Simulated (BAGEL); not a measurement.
# SiNH4O2F (SMILES N[Si](O)(O)F): levels of theory compared

We compute a comparison of 4 runs (B3LYP/6-31G*, B3LYP/cc-pVDZ, PBE0/cc-pVDZ, RI-MP2/cc-pVDZ) of SiNH4O2F. 

Program for the calculation: BAGEL 1.2.2.

## 1. The molecule

The species is SiNH4O2F (9 atoms), meant as a singlet with charge 0. As SMILES, `N[Si](O)(O)F`. Geometry: relaxed at PBE0-D4/def2-TZVP. This is one conformer, not always the lowest.

Bond lengths: N1–Si2 1.687 Å, Si2–O3 1.629 Å, Si2–O4 1.629 Å, Si2–F5 1.593 Å, N1–H6 1.005 Å, N1–H7 1.006 Å, O3–H8 0.958 Å, O4–H9 0.958 Å. Some angles: N1–Si2–O3 105.4°, N1–Si2–O4 110.7°, N1–Si2–F5 115.6°, O3–Si2–O4 115.7°, O3–Si2–F5 107.5°, O4–Si2–F5 102.2°, Si2–N1–H6 121.5°, Si2–N1–H7 120.8°, Si2–O3–H8 117.1°, Si2–O4–H9 116.2°.

## 2. The energy at B3LYP/6-31G(d) (density fitting with qzvpp-jkfit, spherical functions) (run 1)

input.json

```json
{ "bagel" : [

{
  "title" : "molecule",
  "basis" : "6-31gs.json",
  "df_basis" : "qzvpp-jkfit",
  "angstrom" : true,
  "geometry" : [
    { "atom" : "N", "xyz" : [   -0.604600,    0.416500,   -1.168500 ] },
    { "atom" : "Si", "xyz" : [    0.279400,    0.083100,    0.229100 ] },
    { "atom" : "O", "xyz" : [    0.807700,   -1.448100,    0.051700 ] },
    { "atom" : "O", "xyz" : [   -0.615900,    0.372400,    1.559000 ] },
    { "atom" : "F", "xyz" : [    1.555000,    1.005700,    0.473300 ] },
    { "atom" : "H", "xyz" : [   -1.149100,    1.257000,   -1.257600 ] },
    { "atom" : "H", "xyz" : [   -0.316200,    0.050400,   -2.059800 ] },
    { "atom" : "H", "xyz" : [    1.589200,   -1.699800,    0.545000 ] },
    { "atom" : "H", "xyz" : [   -1.456800,   -0.083500,    1.610700 ] }
  ]
},
{
  "title" : "ks",
  "xc_func" : "b3lyp"
},
{
  "title" : "print",
  "file" : "orbitals.molden",
  "orbitals" : true
}

]}
```

The basis set 6-31G* is read from a file made from the Basis Set Exchange's data (not shown).

The run is started by

```bash
BAGEL_NUM_THREADS=1 BAGEL input.json > input.out
```

The log of the run:

```text
* using 1 threads per process

  ===============================================================
  ===============================================================

  *** Geometry ***

  { "atom" : "N", "xyz" : [     -1.142528,      0.787071,     -2.208145 ] },
  { "atom" : "Si", "xyz" : [      0.527989,      0.157036,      0.432936 ] },
  { "atom" : "O", "xyz" : [      1.526332,     -2.736512,      0.097699 ] },
  { "atom" : "O", "xyz" : [     -1.163882,      0.703734,      2.946083 ] },
  { "atom" : "F", "xyz" : [      2.938524,      1.900498,      0.894407 ] },
  { "atom" : "H", "xyz" : [     -2.171484,      2.375386,     -2.376520 ] },
  { "atom" : "H", "xyz" : [     -0.597531,      0.095242,     -3.892458 ] },
  { "atom" : "H", "xyz" : [      3.003153,     -3.212156,      1.029901 ] },
  { "atom" : "H", "xyz" : [     -2.752953,     -0.157792,      3.043782 ] },

  Number of auxiliary basis functions:      508

  Since a DF basis is specified, we compute 2- and 3-index integrals:
    o Being stored without compression. Storage requirement is 0.027 GB

  Number of basis functions:       82
  Number of electrons      :       50

    * METHOD: MOLECULE                             0.28

  *** Kohn-Sham DFT ***

    * Removing 17383 points whose weight is below 1.00e-10
    * Grid points: 116771

  === Nuclear Repulsion ===
   268.0707843264

       - DIIS with orbital gradients will be used.

  === KS iteration (b3lyp / 6-31gs.json) ===
      0       -556.91801138          0.15752631           0.40
      1       -504.04594845          0.22728374           0.38
      2       -552.72521790          0.14958239           0.37
      3       -583.52095806          0.13771977           0.38
      4       -595.70132566          0.05203878           0.37
      5       -588.60850593          0.09853496           0.38
      6       -596.60457776          0.03359798           0.38
      7       -596.84031579          0.02417522           0.38
      8       -597.05087572          0.01154162           0.38
      9       -597.10942027          0.00302010           0.37
     10       -597.11213202          0.00175763           0.38
     11       -597.11344192          0.00037847           0.38
     12       -597.11349266          0.00015907           0.38
     13       -597.11350345          0.00004542           0.38
     14       -597.11350373          0.00003851           0.38
     15       -597.11350437          0.00000960           0.37
     16       -597.11350441          0.00000238           0.37
     17       -597.11350441          0.00000220           0.37
     18       -597.11350442          0.00000047           0.37
     19       -597.11350442          0.00000031           0.37
     20       -597.11350442          0.00000006           0.37
     21       -597.11350442          0.00000007           0.37
     22       -597.11350442          0.00000002           0.38
     23       -597.11350442          0.00000001           0.37
    * SCF iteration converged.

    * Permanent dipole moment:
           (    0.445577,     0.278782,     0.390119) a.u.

    * METHOD: KS                                   9.69

    * METHOD: PRINT                                0.02

  ===============================================================
```

Wall time 10 s (1 thread of Arm Neoverse V1, shared host); peak memory 0.47 GiB.

## 3. The energy at B3LYP/cc-pVDZ (density fitting with qzvpp-jkfit) (run 2)

input.json

```json
{ "bagel": [

{
  "title": "molecule",
  "basis": "cc-pvdz.json",
  "df_basis": "qzvpp-jkfit",
  "angstrom": true,
  "geometry": [
    { "atom": "N", "xyz": [   -0.604600,    0.416500,   -1.168500 ] },
    { "atom": "Si", "xyz": [    0.279400,    0.083100,    0.229100 ] },
    { "atom": "O", "xyz": [    0.807700,   -1.448100,    0.051700 ] },
    { "atom": "O", "xyz": [   -0.615900,    0.372400,    1.559000 ] },
    { "atom": "F", "xyz": [    1.555000,    1.005700,    0.473300 ] },
    { "atom": "H", "xyz": [   -1.149100,    1.257000,   -1.257600 ] },
    { "atom": "H", "xyz": [   -0.316200,    0.050400,   -2.059800 ] },
    { "atom": "H", "xyz": [    1.589200,   -1.699800,    0.545000 ] },
    { "atom": "H", "xyz": [   -1.456800,   -0.083500,    1.610700 ] }
  ]
},
{
  "title": "ks",
  "xc_func": "b3lyp"
},
{
  "title": "print",
  "file": "orbitals.molden",
  "orbitals": true
}

]}
```

The basis set cc-pVDZ is read from a file made from the Basis Set Exchange's data (not shown).

The run is started by

```bash
BAGEL_NUM_THREADS=1 BAGEL input.json > input.out
```

The log of the run:

```text
* using 1 threads per process

  ===============================================================
  ===============================================================

  *** Geometry ***

  { "atom" : "N", "xyz" : [     -1.142528,      0.787071,     -2.208145 ] },
  { "atom" : "Si", "xyz" : [      0.527989,      0.157036,      0.432936 ] },
  { "atom" : "O", "xyz" : [      1.526332,     -2.736512,      0.097699 ] },
  { "atom" : "O", "xyz" : [     -1.163882,      0.703734,      2.946083 ] },
  { "atom" : "F", "xyz" : [      2.938524,      1.900498,      0.894407 ] },
  { "atom" : "H", "xyz" : [     -2.171484,      2.375386,     -2.376520 ] },
  { "atom" : "H", "xyz" : [     -0.597531,      0.095242,     -3.892458 ] },
  { "atom" : "H", "xyz" : [      3.003153,     -3.212156,      1.029901 ] },
  { "atom" : "H", "xyz" : [     -2.752953,     -0.157792,      3.043782 ] },

  Number of auxiliary basis functions:      508

  Since a DF basis is specified, we compute 2- and 3-index integrals:
    o Being stored without compression. Storage requirement is 0.036 GB

  Number of basis functions:       94
  Number of electrons      :       50

    * METHOD: MOLECULE                             0.29

  *** Kohn-Sham DFT ***

    * Removing 17383 points whose weight is below 1.00e-10
    * Grid points: 116771

  === Nuclear Repulsion ===
   268.0707843264

       - DIIS with orbital gradients will be used.

  === KS iteration (b3lyp / cc-pvdz.json) ===
      0       -561.22455415          0.11244020           0.47
      1       -488.67092869          0.21309557           0.46
      2       -553.85373276          0.12577818           0.46
      3       -577.20992567          0.12561930           0.45
      4       -596.13499042          0.03121848           0.45
      5       -587.26287817          0.07508961           0.46
      6       -596.84804603          0.01881132           0.45
      7       -597.07235999          0.00873991           0.45
      8       -597.13199962          0.00396971           0.46
      9       -597.14135828          0.00146837           0.44
     10       -597.14332330          0.00037698           0.46
     11       -597.14341963          0.00008694           0.45
     12       -597.14342477          0.00002680           0.45
     13       -597.14342507          0.00001650           0.45
     14       -597.14342518          0.00001178           0.45
     15       -597.14342529          0.00000203           0.45
     16       -597.14342530          0.00000047           0.45
     17       -597.14342530          0.00000022           0.45
     18       -597.14342530          0.00000011           0.46
     19       -597.14342530          0.00000004           0.46
     20       -597.14342530          0.00000002           0.46
     21       -597.14342530          0.00000001           0.46
    * SCF iteration converged.

    * Permanent dipole moment:
           (    0.498501,     0.315896,     0.385201) a.u.

    * METHOD: KS                                  10.77

    * METHOD: PRINT                                0.02

  ===============================================================
```

It took 11 s on 1 thread of Arm Neoverse V1, shared host; peak memory 0.52 GiB.

## 4. A single-point energy at PBE0/cc-pVDZ (density fitting with qzvpp-jkfit) (run 3)

dft.json

```json
{ "bagel": [

{
  "title": "molecule",
  "basis": "cc-pvdz.json",
  "df_basis": "qzvpp-jkfit",
  "angstrom": "true",
  "geometry": [
    { "atom": "N", "xyz": [      -0.604600,       0.416500,      -1.168500 ] },
    { "atom": "Si", "xyz": [       0.279400,       0.083100,       0.229100 ] },
    { "atom": "O", "xyz": [       0.807700,      -1.448100,       0.051700 ] },
    { "atom": "O", "xyz": [      -0.615900,       0.372400,       1.559000 ] },
    { "atom": "F", "xyz": [       1.555000,       1.005700,       0.473300 ] },
    { "atom": "H", "xyz": [      -1.149100,       1.257000,      -1.257600 ] },
    { "atom": "H", "xyz": [      -0.316200,       0.050400,      -2.059800 ] },
    { "atom": "H", "xyz": [       1.589200,      -1.699800,       0.545000 ] },
    { "atom": "H", "xyz": [      -1.456800,      -0.083500,       1.610700 ] }
  ]
},

{ "title": "ks", "xc_func": "pbe0" },

{ "title": "print", "file": "orbitals.molden", "orbitals": "true" }

]}
```

The basis set cc-pVDZ is read from a file made from the Basis Set Exchange's data (not shown).

The run is started by

```bash
BAGEL_NUM_THREADS=1 BAGEL dft.json > dft.out
```

The log of the run:

```text
* using 1 threads per process

  ===============================================================
  ===============================================================

  *** Geometry ***

  { "atom" : "N", "xyz" : [     -1.142528,      0.787071,     -2.208145 ] },
  { "atom" : "Si", "xyz" : [      0.527989,      0.157036,      0.432936 ] },
  { "atom" : "O", "xyz" : [      1.526332,     -2.736512,      0.097699 ] },
  { "atom" : "O", "xyz" : [     -1.163882,      0.703734,      2.946083 ] },
  { "atom" : "F", "xyz" : [      2.938524,      1.900498,      0.894407 ] },
  { "atom" : "H", "xyz" : [     -2.171484,      2.375386,     -2.376520 ] },
  { "atom" : "H", "xyz" : [     -0.597531,      0.095242,     -3.892458 ] },
  { "atom" : "H", "xyz" : [      3.003153,     -3.212156,      1.029901 ] },
  { "atom" : "H", "xyz" : [     -2.752953,     -0.157792,      3.043782 ] },

  Number of auxiliary basis functions:      508

  Since a DF basis is specified, we compute 2- and 3-index integrals:
    o Being stored without compression. Storage requirement is 0.036 GB

  Number of basis functions:       94
  Number of electrons      :       50

    * METHOD: MOLECULE                             0.29

  *** Kohn-Sham DFT ***

    * Removing 17383 points whose weight is below 1.00e-10
    * Grid points: 116771

  === Nuclear Repulsion ===
   268.0707843264

       - DIIS with orbital gradients will be used.

  === KS iteration (pbe0 / cc-pvdz.json) ===
      0       -560.80268693          0.11212049           0.44
      1       -488.60198189          0.21229118           0.41
      2       -554.21831680          0.11910204           0.42
      3       -571.10753991          0.13641847           0.43
      4       -596.16837881          0.02565372           0.43
      5       -587.58422376          0.07687419           0.43
      6       -596.25936354          0.02271108           0.42
      7       -596.54232167          0.01301118           0.42
      8       -596.68209875          0.00380199           0.43
      9       -596.69132712          0.00067191           0.43
     10       -596.69141627          0.00057293           0.43
     11       -596.69167540          0.00010630           0.42
     12       -596.69168333          0.00001431           0.43
     13       -596.69168346          0.00000613           0.43
     14       -596.69168349          0.00000129           0.43
     15       -596.69168349          0.00000037           0.43
     16       -596.69168349          0.00000013           0.43
     17       -596.69168349          0.00000007           0.43
     18       -596.69168349          0.00000002           0.44
     19       -596.69168349          0.00000000           0.44
    * SCF iteration converged.

    * Permanent dipole moment:
           (    0.506784,     0.317382,     0.394184) a.u.

    * METHOD: KS                                   9.34

    * METHOD: PRINT                                0.02

  ===============================================================
```

Run time: 9.9 s. Hardware: 1 thread of Arm Neoverse V1, shared host; peak memory 0.52 GiB.

## 5. A single-point energy at RI-MP2/cc-pVDZ (density fitting with qzvpp-jkfit) (run 4)

calc.json

```json
{ "bagel" : [

{
  "title" : "molecule",
  "basis" : "cc-pvdz.json",
  "df_basis" : "qzvpp-jkfit",
  "angstrom" : true,
  "geometry" : [
    { "atom" : "N", "xyz" : [      -0.604600,       0.416500,      -1.168500 ] },
    { "atom" : "Si", "xyz" : [       0.279400,       0.083100,       0.229100 ] },
    { "atom" : "O", "xyz" : [       0.807700,      -1.448100,       0.051700 ] },
    { "atom" : "O", "xyz" : [      -0.615900,       0.372400,       1.559000 ] },
    { "atom" : "F", "xyz" : [       1.555000,       1.005700,       0.473300 ] },
    { "atom" : "H", "xyz" : [      -1.149100,       1.257000,      -1.257600 ] },
    { "atom" : "H", "xyz" : [      -0.316200,       0.050400,      -2.059800 ] },
    { "atom" : "H", "xyz" : [       1.589200,      -1.699800,       0.545000 ] },
    { "atom" : "H", "xyz" : [      -1.456800,      -0.083500,       1.610700 ] }
  ]
},

{ "title" : "hf" },

{ "title" : "mp2", "ncore" : 9 }

]}
```

The basis set cc-pVDZ is read from a file made from the Basis Set Exchange's data (not shown).

The run is started by

```bash
BAGEL_NUM_THREADS=1 BAGEL calc.json > calc.out
```

The log of the run:

```text
* using 1 threads per process

  ===============================================================
  ===============================================================

  *** Geometry ***

  { "atom" : "N", "xyz" : [     -1.142528,      0.787071,     -2.208145 ] },
  { "atom" : "Si", "xyz" : [      0.527989,      0.157036,      0.432936 ] },
  { "atom" : "O", "xyz" : [      1.526332,     -2.736512,      0.097699 ] },
  { "atom" : "O", "xyz" : [     -1.163882,      0.703734,      2.946083 ] },
  { "atom" : "F", "xyz" : [      2.938524,      1.900498,      0.894407 ] },
  { "atom" : "H", "xyz" : [     -2.171484,      2.375386,     -2.376520 ] },
  { "atom" : "H", "xyz" : [     -0.597531,      0.095242,     -3.892458 ] },
  { "atom" : "H", "xyz" : [      3.003153,     -3.212156,      1.029901 ] },
  { "atom" : "H", "xyz" : [     -2.752953,     -0.157792,      3.043782 ] },

  Number of auxiliary basis functions:      508

  Since a DF basis is specified, we compute 2- and 3-index integrals:
    o Being stored without compression. Storage requirement is 0.036 GB

  Number of basis functions:       94
  Number of electrons      :       50

    * METHOD: MOLECULE                             0.29

  *** RHF ***

  === Nuclear Repulsion ===
   268.0707843264

      * DIIS with orbital gradients will be used.

  === RHF iteration (cc-pvdz.json) ===
      0       -594.65530428          0.01991913           0.09
      1       -594.95735228          0.01180175           0.09
      2       -595.08082358          0.00112573           0.09
      3       -595.08189917          0.00036869           0.09
      4       -595.08200271          0.00009655           0.09
      5       -595.08201093          0.00002099           0.09
      6       -595.08201141          0.00000678           0.09
      7       -595.08201148          0.00000135           0.09
      8       -595.08201148          0.00000061           0.09
      9       -595.08201148          0.00000018           0.09
     10       -595.08201148          0.00000005           0.09
     11       -595.08201148          0.00000002           0.08
     12       -595.08201148          0.00000001           0.09
    * SCF iteration converged.

    * Permanent dipole moment:
           (    0.535686,     0.342423,     0.419269) a.u.

    * METHOD: HF                                   1.33

  *** RHF ***

  === Nuclear Repulsion ===
   268.0707843264

      * DIIS with orbital gradients will be used.

  === RHF iteration (cc-pvdz.json) ===
      0       -595.08201148          0.00000000           0.08
    * SCF iteration converged.

    * Permanent dipole moment:
           (    0.535686,     0.342423,     0.419269) a.u.

  === DF-MP2 calculation ===

    * freezing 9 orbitals
    * 3-index integral transformation done
    * assembly done

      MP2 correlation energy:   -0.8207543634      0.07

      MP2 total energy:       -595.9027658473

    * METHOD: MP2                                  0.25

  ===============================================================
```

It took 2 s on 1 thread of Arm Neoverse V1, shared host; peak memory 0.14 GiB.

## 6. Overview of the runs

| run | level | frozen core orbitals | energy (Eh) | dipole moment (D) | HOMO energy (eV) | LUMO energy (eV) | wall time |
| --- | --- | --- | --- | --- | --- | --- | --- |
| 1 | B3LYP/6-31G* (density fitting with qzvpp-jkfit, spherical functions) | – | -597.113504 | 1.66 | -7.31 | 1.09 | 10 s |
| 2 | B3LYP/cc-pVDZ (density fitting with qzvpp-jkfit) | – | -597.143425 | 1.79 | -7.32 | 0.84 | 11 s |
| 3 | PBE0/cc-pVDZ (density fitting with qzvpp-jkfit) | – | -596.691683 | 1.82 | -7.66 | 1.24 | 9.9 s |
| 4 | RI-MP2/cc-pVDZ (density fitting with qzvpp-jkfit) | 9 | -595.902766 | – | – | – | 2 s |

## 7. Results

```
                                          quantity          value
                               run 4: total energy  -595.90277 Eh
run 4: correlation energy (9 core orbitals frozen)     -820.8 mEh
```

What this shows: Over runs 1, 2, 3 the dipole moment (its size) runs from 1.66 D (B3LYP/6-31G*) to 1.82 D (PBE0/cc-pVDZ). The two ends differ in method and basis. Over runs 1, 2, 3 the HOMO–LUMO gap runs from 8.16 eV (B3LYP/cc-pVDZ) to 8.89 eV (PBE0/cc-pVDZ). Totals of different functionals can't be ranked against each other. All runs together took 34 s, the longest 11 s.
